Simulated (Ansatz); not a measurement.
# CsLiCr2Te2S3 (P1) in Ansatz: notebook

The runs below take CsLiCr2Te2S3 through relaxation of cell and atoms, with PBE.

Program: Ansatz 0.2.0. These are calculated values, not measurements. Logs are shortened: lines on timing, memory, paths and dates and some standing lists are left out, and cuts for length are marked.

## (1) The crystal as given

The typed cell holds 18 atoms: a = 3.675 Å, b = 6.258 Å, c = 18.879 Å, α = 89.93°, β = 89.72°, γ = 90.00°.

The cell was built by a generator and needn't be a form met in nature.

## (2) Relaxation of cell and atoms, PBE, collinear spin, ferromagnetic start, target pressure 10 GPa, at which the enthalpy is minimised

Input file input.yaml:

```yaml
crystal:
  lattice:
    - [3.67471, -0.00018, -0.00146]
    - [0.00068, 6.25849, 0.00267]
    - [0.0997, 0.01509, 18.87835]
  atoms:
    - { symbol: Cs, position: [0.00702, 0.99658, 0.60964] }
    - { symbol: Cs, position: [0.50622, 0.49563, 0.63737] }
    - { symbol: Li, position: [0.49757, 0.8329, 0.98554] }
    - { symbol: Li, position: [0.9976, 0.33501, 0.98513] }
    - { symbol: Cr, position: [0.9939, 0.00068, 0.13453], spin: 3.0 }
    - { symbol: Cr, position: [0.49393, 0.50024, 0.13461], spin: 3.0 }
    - { symbol: Cr, position: [0.00147, 0.6694, 0.83098], spin: 3.0 }
    - { symbol: Cr, position: [0.5014, 0.16737, 0.8334], spin: 3.0 }
    - { symbol: Te, position: [0.01027, 0.59621, 0.46271] }
    - { symbol: Te, position: [0.51068, 0.22697, 0.45459] }
    - { symbol: Te, position: [0.49158, 0.83669, 0.22777] }
    - { symbol: Te, position: [0.99165, 0.33648, 0.22784] }
    - { symbol: S, position: [0.99971, 0.99979, 0.90043] }
    - { symbol: S, position: [0.49974, 0.50461, 0.89926] }
    - { symbol: S, position: [0.99553, 0.66614, 0.07188] }
    - { symbol: S, position: [0.49551, 0.16656, 0.0716] }
    - { symbol: S, position: [0.50316, 0.84068, 0.76492] }
    - { symbol: S, position: [0.00305, 0.32804, 0.76778] }
hamiltonian:
  xc: pbe
  pseudopotentials: { kind: paw }
magnetization:
  spin_polarized: true
kpoints:
  mp_grid: { grid: [5, 3, 1] }
scf:
  occupations: { method: fermi_dirac, width: 0.05 }
output:
  forces: true
  stress: true
  eigenvalues: true
  write_density: true
  write_potential: true
  elf: true
  volumetric_format: npy
relax:
  f_tol: 0.01
  max_steps: 40
  cell: { stress_tol: 0.05, p_target: 10.0 }
```

Potentials or basis: Ansatz PAW.

Command:

```sh
$ ansatz run input.yaml --threads 8 --pin off --max-ram 20480MiB --backend cpu --events-out ev --progress --plain --runs-dir out
```

What it wrote:

```text
Warning: RAYON_NUM_THREADS=8 ignored (pool sized by the plan → 8); use --threads N
Engine: ansatz 0.2.0, x86_64-unknown-linux-gnu
Pseudopotentials: kind: paw
Pseudopotential: Cs, paw, valence charge 9, recommended cutoff 420 eV (normal), Cs.paw.azcp
Pseudopotential: Li, paw, valence charge 3, recommended cutoff 420 eV (normal), Li.paw.azcp
Pseudopotential: Cr, paw, valence charge 14, recommended cutoff 420 eV (normal), Cr.paw.azcp
Pseudopotential: Te, paw, valence charge 16, recommended cutoff 420 eV (normal), Te.paw.azcp
Pseudopotential: S, paw, valence charge 6, recommended cutoff 420 eV (normal), S.paw.azcp
Functional definition: PBE
  parameter kappa = 0.804
  parameter beta = 0.06672455060314922
  exchange = pbe_x(kappa = kappa, mu = beta*pi^2/3)
  correlation = pbe_c(beta = beta)
Crystal: 18 atoms, lattice volume = 434.168 Å³
Basis set: ecut = 420 eV, 8461 PW (Γ), exchange–correlation on 50×90×256 points (8 copies of the dense FFT grid, shifted against one another)
Bands: 116, of which v1, the nominal top of the filled ones, is band 90 counted from 1 (89 counted from 0)
Symmetry: 1 space group operations
Space group: P1 (ITA 1), of the structure as read, at distance tolerance 7.6e-5 Å
Magnetic group: BNS 1.1 (UNI 1), of the structure as read, at distance tolerance 7.6e-5 Å
k-points: 8 of 15 (time reversal used)
Non-local potential: Cs, projectors of the file, l = 0: 3, l = 1: 2, l = 2: 2, l = 3: 2
Non-local potential: Li, projectors of the file, l = 0: 3, l = 1: 2, l = 2: 1
Non-local potential: Cr, projectors of the file, l = 0: 3, l = 1: 2, l = 2: 3, l = 3: 1
Non-local potential: Te, projectors of the file, l = 0: 2, l = 1: 2, l = 2: 2, l = 3: 2
Non-local potential: S, projectors of the file, l = 0: 2, l = 1: 2, l = 2: 2
PAW form: soft (Blöchl's): semilocal exchange-correlation on the pseudo side does not see the compensation charge
PAW one-centre angular grid: Cs, 194 points (default); XC on 64 Gauss nodes
PAW one-centre angular grid: Li, 110 points (default); XC on 64 Gauss nodes
PAW one-centre angular grid: Cr, 590 points (default); XC on 64 Gauss nodes
[... 555 lines left out ...]
  E_ewald      = -12778.600409
  E_smearing   = -0.036212  (= −TS)
  E_closure    = 0.000000  (closes the sum)
  Σ components = -58604.313418   (vs F -58604.313418, Δ=0.00e0)
--- Forces (eV/Å), atoms counted from 1 ---
  atom   1  Cs     0.00081285    -0.00252167    -0.00406113
  atom   2  Cs    -0.00163321    -0.00304397    -0.00345778
  atom   3  Li     0.00093826     0.00233806     0.00063289
  atom   4  Li    -0.00051964     0.00156856    -0.00013657
  atom   5  Cr     0.00621852    -0.00150326    -0.00089971
  atom   6  Cr    -0.00600777    -0.00262177    -0.00066318
[... 10 lines left out ...]
  atom  17  S     -0.00204027     0.00096397     0.00100927
  atom  18  S      0.00318434     0.00008793    -0.00097570
  max |Σ_I F_I| component: 2.33e-6 eV/Å
--- Stress (GPa, compression-positive) ---
        9.984938       0.002214      -0.000327
        0.002214      10.029578       0.006442
       -0.000327       0.006442      10.009007
  P = ⅓ Tr σ = 10.0078 GPa (100.078 kbar)
--- Band table (eV; the first three rows and the last of 16) ---
  k-point 0 ↑: bands = ["-62.0791", "-62.0766", "-61.6456", "-61.6432", "-35.0837", "-35.0799", "-33.4600", "-33.4597", "-33.4542", "-33.4322", "-33.4238", "-33.4228", "-33.0620", "-33.0373", "-33.0183", "-33.0175", "-33.0126", "-33.0098", "-25.9600", "-25.9122", "-25.9080", "-25.8959", "-25.7966", "-25.7706", "-25.7125", "-25.7112", "-25.7107", "-25.7027", "-25.7024", "-25.6902", "-25.6847", "-25.6743", "-25.6510", "-25.6443", "-25.6424", "-25.6421", "-25.6299", "-25.6143", "-12.6979", "-11.8455", "-3.8042", "-3.3896", "-2.3492", "-2.2659", "-2.2168", "-1.9190", "-1.8855", "-1.2000", "-1.0324", "0.4063", "0.9414", "0.9735", "1.3719", "1.7782", "2.6555", "2.7585", "4.4168", "4.6245", "4.8862", "5.2601", "5.5479", "5.7549", "5.8439", "6.6156", "6.8136", "6.8186", "7.0038", "7.2394", "7.3009", "7.3183", "7.3964", "7.4789", "7.8913", "8.1792", "8.4658", "8.8134", "9.0577", "9.1530", "9.1569", "9.4819", "9.5109", "9.5222", "9.6795", "9.7220", "9.7435", "9.8721", "9.9212", "9.9410", "9.9808", "10.1360", "10.2743", "10.4311", "10.7449", "11.4562", "11.6415", "11.6591", "12.2751", "12.3907", "12.5388", "12.6323", "12.6779", "12.8402", "12.8722", "12.8724", "13.2793", "13.9090", "14.1085", "14.3366", "14.6099", "15.1940", "15.2493", "15.4058", "15.4127", "15.5837", "15.7983", "15.9989"]
[... 3 lines left out ...]
--- Relaxed structure (24 steps of the walk, 22 accepted, 1 SCFs on fresh bases) ---
  F+E_penalty+E_count = -58604.31341793 eV   max|allowed force component| = 7.090e-3 eV/Å   (the final SCF, on the basis selected at the relaxed cell)
  cell:  # Å, volume = 350.8145 Å³
    - [3.4510065932955496, -0.00030302430535877233, -0.009567918230539787]
    - [0.0003766908444907645, 5.968143951461632, -0.07856154453770253]
    - [0.051232713339730375, -0.22985356934538895, 17.035932939613144]
  atoms:
    - { symbol: Cs, position: [0.0337920459537637, 0.9741750020401665, 0.608408257639083] }
    - { symbol: Cs, position: [0.46757448809430885, 0.4741825508416886, 0.6086393755409185] }
    - { symbol: Li, position: [0.5014014336534142, 0.8370317874141946, 0.9905272208216518] }
    - { symbol: Li, position: [0.9985451714281153, 0.3370316221452574, 0.9905435841367427] }
    - { symbol: Cr, position: [0.9939276985718889, 0.01563481446976999, 0.14770158404003172] }
    - { symbol: Cr, position: [0.5056936780354245, 0.5157614342070536, 0.14769838584493097] }
    - { symbol: Cr, position: [0.0028138250851119026, 0.65784754061684, 0.8287754635536871] }
    - { symbol: Cr, position: [0.4975708886791905, 0.1578266087675827, 0.8288043084763047] }
    - { symbol: Te, position: [-0.1483907726426781, 0.6652366174202059, 0.4339055473280652] }
    - { symbol: Te, position: [0.6471160147303521, 0.16543442356381755, 0.4339203181789196] }
    - { symbol: Te, position: [0.4884264356942707, 0.8573406493385956, 0.25249054100409063] }
    - { symbol: Te, position: [1.0109570063958502, 0.3573478274266574, 0.25247426232892267] }
    - { symbol: S, position: [0.9985577769273414, 0.9968668261774984, 0.9055924186003691] }
    - { symbol: S, position: [0.501670016590457, 0.4968987713002007, 0.905578314080495] }
    - { symbol: S, position: [1.004839938415052, 0.6769408691832967, 0.0774662177423388] }
    - { symbol: S, position: [0.49495056605991833, 0.17696768504200766, 0.0775150527076804] }
    - { symbol: S, position: [0.5078254667625622, 0.8187913275444945, 0.7549521710913784] }
    - { symbol: S, position: [-0.007281678434342534, 0.3186636425006741, 0.7549869768843913] }
```

Run time: 5.5 min. Hardware: 8 threads of Intel Xeon 6975P-C (Granite Rapids), shared host; peak memory 2.6 GiB.

Results:

| Item | Value |
| --- | --- |
| Free energy | -58604.3134 eV |
| Relaxed volume | 19.49 Å³/atom |
| Relaxed cell | a = 3.451 Å, b = 5.969 Å, c = 17.038 Å, α = 91.53°, β = 89.99°, γ = 90.00° |
| Space group after relaxing (to 0.05 Å) | Pc (No. 7) |
| Energy change on relaxing (the enthalpy is what falls) | +86.8 meV/atom |
| Ionic steps | 23 |
| Pressure after relaxing | 10.0 GPa |
| Largest force after relaxing | 0.009 eV/Å |
| Band gap on the k mesh | none (metal or under the smearing width) |
| Net moment | 11.18 μB per cell |
| Absolute moment | 12.54 μB per cell |
| Site moments | Cs +0.00; Li -0.00; Cr +2.38, +2.60; Te +0.03, -0.10; S -0.01, -0.03, -0.02 μB |

Forces on the atoms (eV/Å):
```
Cs   0.001 -0.003 -0.004
Cs  -0.002 -0.003 -0.003
Li   0.001  0.002  0.001
Li  -0.001  0.002  0.000
Cr   0.006 -0.002 -0.001
Cr  -0.006 -0.003 -0.001
Cr   0.002 -0.001  0.000
Cr  -0.002  0.000  0.000
Te   0.001  0.005  0.007
Te  -0.001  0.002  0.005
Te  -0.002  0.003  0.000
Te   0.002  0.002 -0.001
S   -0.001 -0.003  0.002
S    0.000 -0.002  0.002
S   -0.001  0.000 -0.002
S    0.001 -0.001 -0.003
S   -0.002  0.001  0.001
S    0.003  0.000 -0.001
```

Step by step:
```
step  energy change (eV)  largest force (eV/Å)  volume (Å³)
   1              0.0000                0.1413       434.17
   2              1.0113                0.8795       381.04
   3              1.6670                0.3973       360.13
   4              1.7344                0.2812       354.20
   5              1.9373                0.3862       349.46
   6              1.8694                0.0778       348.37
   7              1.8790                0.0906       347.98
   8              1.9242                0.0498       347.16
   9              1.8651                0.0120       348.09
  10              1.8821                0.0064       347.82
  11              1.8788                0.0046       347.87
  12              1.8781                0.0062       347.88
  13              1.8778                0.0084       347.88
  14              1.8773                0.0112       347.89
  15              1.8767                0.0150       347.90
  16              1.8753                0.0264       347.91
  17              1.8704                0.0343       347.93
  18              1.8241                0.2612       348.09
  19              1.6645                0.1268       349.57
  20              1.4916                0.1697       352.15
  21              1.5321                0.0371       351.15
  22              1.5518                0.0087       350.81
  23              1.5623                0.0087       350.81
```

Final structure:
```
CELL_PARAMETERS angstrom
3.45101 -0.00030 -0.00957
0.00038 5.96814 -0.07856
0.05123 -0.22985 17.03593
ATOMIC_POSITIONS crystal
Cs 0.03379 0.97418 0.60841
Cs 0.46757 0.47418 0.60864
Li 0.50140 0.83703 0.99053
Li 0.99855 0.33703 0.99054
Cr 0.99393 0.01563 0.14770
Cr 0.50569 0.51576 0.14770
Cr 0.00281 0.65785 0.82878
Cr 0.49757 0.15783 0.82880
Te 0.85161 0.66524 0.43391
Te 0.64712 0.16543 0.43392
Te 0.48843 0.85734 0.25249
Te 0.01096 0.35735 0.25247
S 0.99856 0.99687 0.90559
S 0.50167 0.49690 0.90558
S 0.00484 0.67694 0.07747
S 0.49495 0.17697 0.07752
S 0.50783 0.81879 0.75495
S 0.99272 0.31866 0.75499
```

Levels at points of the mesh, in eV from the Fermi level:
Spin up:
| k point | band 93 | band 94 | band 95 | band 96 | band 97 | band 98 | band 99 | band 100 |
| --- | --- | --- | --- | --- | --- | --- | --- | --- |
| (0.00, 0.00, 0.00) | -0.30 | 0.41 | 0.60 | 0.62 | 1.23 | 1.35 | 1.50 | 1.59 |
Spin down:
```tsv
k point	band 83	band 84	band 85	band 86	band 87	band 88
(0.00, 0.00, 0.00)	0.41	0.64	0.72	0.74	0.77	0.79
```

Caveat: the volume moved by over 15 % at a fixed basis, so the end points are rough; the magnetic or orbital state may not be the lowest; the plane-wave basis is chosen anew once the cell has moved, so the energies of steps on either side of that aren't comparable; only a ferromagnetic start was run, and an antiferromagnetic order may lie lower in energy. The run has no spin-orbit coupling, so splittings on Cs, Te are missing.

## (3) Relaxation of cell and atoms, PBE, collinear spin, ferromagnetic start, target pressure 20 GPa, at which the enthalpy is minimised

Changes to input.yaml since step 2:

```diff
@@ -44,2 +44,2 @@
   max_steps: 40
-  cell: { stress_tol: 0.05, p_target: 10.0 }
+  cell: { stress_tol: 0.05, p_target: 20.0 }
```

Potentials or basis: Ansatz PAW.

Command:

```sh
$ ansatz run input.yaml --threads 8 --pin off --max-ram 20480MiB --backend cpu --events-out ev --progress --plain --runs-dir out
```

Run time: 5.4 min. Hardware: 8 threads of Intel Xeon 6975P-C (Granite Rapids), shared host; peak memory 2.6 GiB.

The run converged. Its results:

| Property | Result |
| --- | --- |
| Free energy | -58600.3351 eV |
| Relaxed volume | 17.15 Å³/atom |
| Relaxed cell | a = 3.337 Å, b = 5.782 Å, c = 16.000 Å, α = 89.33°, β = 90.00°, γ = 90.00° |
| Space group after relaxing (to 0.05 Å) | Pm (No. 6) |
| Energy change on relaxing (the enthalpy is what falls) | +307.8 meV/atom |
| Ionic steps | 27 |
| Pressure after relaxing | 20.0 GPa |
| Largest force after relaxing | 0.004 eV/Å |
| Band gap on the k mesh | none (metal or under the smearing width) |
| Net moment | 8.00 μB per cell |
| Absolute moment | 8.83 μB per cell |
| Site moments | Cs -0.00; Li -0.00; Cr +0.76, +1.28, +2.47, +2.48; Te -0.00, +0.01, -0.04, -0.03; S +0.01, -0.02, -0.01, -0.00 μB |

Forces in eV/Å, atoms in the order of the input:
```
Cs   0.001  0.000  0.001
Cs   0.000  0.000  0.000
Li   0.000  0.000 -0.001
Li   0.000  0.000 -0.002
Cr   0.000 -0.002 -0.002
Cr   0.000  0.001 -0.002
Cr   0.000 -0.001 -0.001
Cr   0.000  0.001  0.000
Te   0.000  0.001 -0.001
Te   0.000  0.001  0.000
Te   0.001  0.000  0.003
Te   0.000  0.000  0.004
S    0.000  0.000  0.001
S    0.000  0.000  0.002
S    0.000  0.001  0.001
S    0.000 -0.001 -0.002
S    0.000  0.000 -0.002
S    0.000  0.000  0.000
```

The path:
| step | energy change (eV) | largest force (eV/Å) | volume (Å³) |
| --- | --- | --- | --- |
| 1 | 0.0000 | 0.1413 | 434.17 |
| 2 | 1.3254 | 1.2500 | 377.29 |
| 3 | 3.9485 | 1.1321 | 334.76 |
| 4 | 4.6738 | 0.9648 | 322.55 |
| 5 | 5.1086 | 0.9654 | 314.94 |
| 6 | 5.3153 | 0.3267 | 311.58 |
| 7 | 5.0803 | 0.1458 | 313.15 |
| 8 | 5.0033 | 0.0994 | 313.67 |
| 9 | 5.0403 | 0.0514 | 313.33 |
| 10 | 5.0489 | 0.0347 | 313.25 |
| 11 | 5.1136 | 0.1398 | 312.72 |
| 12 | 5.1479 | 0.2827 | 312.42 |
| 13 | 5.2000 | 0.3288 | 311.97 |
| 14 | 5.2691 | 0.1427 | 311.36 |
| 15 | 5.2504 | 0.1118 | 311.47 |
| 16 | 5.4045 | 0.2630 | 310.11 |
| 17 | 5.3809 | 0.2497 | 310.25 |
| 18 | 5.5993 | 0.3620 | 308.43 |
| 19 | 5.4979 | 0.1252 | 309.13 |
| 20 | 5.4890 | 0.2121 | 309.16 |
| 21 | 5.5504 | 0.1821 | 308.60 |
| 22 | 5.5328 | 0.0613 | 308.68 |
| 23 | 5.5483 | 0.0270 | 308.55 |
| 24 | 5.5165 | 0.0142 | 308.80 |
| 25 | 5.5255 | 0.0134 | 308.73 |
| 26 | 5.5242 | 0.0038 | 308.74 |
| 27 | 5.5407 | 0.0045 | 308.74 |

Final structure:
```xyz
18
Lattice="3.3373 -0.0002 -0.0097 0.0006 5.7821 0.0311 0.0468 0.1010 16.0000" Properties=species:S:1:pos:R:3 pbc="T T T"
Cs    0.0287    5.8872    9.6780
Cs    1.6969    3.0056    9.5290
Li    1.7159    4.7661   15.9670
Li    3.3843    2.1855   15.9579
Cr    3.3445    0.2869    2.4457
Cr    1.6763    2.5929    2.5304
Cr    0.0392    3.9530   13.2671
Cr    1.7075    1.0428   13.2282
Te    0.0201    4.0236    6.7170
Te    1.6887    0.9852    6.8176
Te    1.6807    4.7598    4.0137
Te    3.3501    1.9009    4.3167
S     3.3806    5.8723   14.5853
S     1.7115    2.9614   14.5447
S     3.3422    3.8761    1.5179
S     1.6720    0.9016    1.1070
S     1.7043    4.8977   12.0032
S     0.0353    2.0398   11.9766
```

Levels at points of the mesh, in eV from the Fermi level:
Spin up:
```
           k point  band 91  band 92  band 93  band 94  band 95  band 96  band 97  band 98
(0.00, 0.00, 0.00)    -0.12    -0.11     0.17     0.44     0.53     1.06     1.22     1.67
```
Spin down:
| k point | band 84 | band 85 | band 86 | band 87 | band 88 | band 89 |
| --- | --- | --- | --- | --- | --- | --- |
| (0.00, 0.00, 0.00) | -0.05 | 0.18 | 0.46 | 0.46 | 0.62 | 0.74 |

Caveat: the volume moved by over 15 % at a fixed basis, so the end points are rough; the magnetic or orbital state may not be the lowest; the plane-wave basis is chosen anew once the cell has moved, so the energies of steps on either side of that aren't comparable; only a ferromagnetic start was run, and an antiferromagnetic order may lie lower in energy.
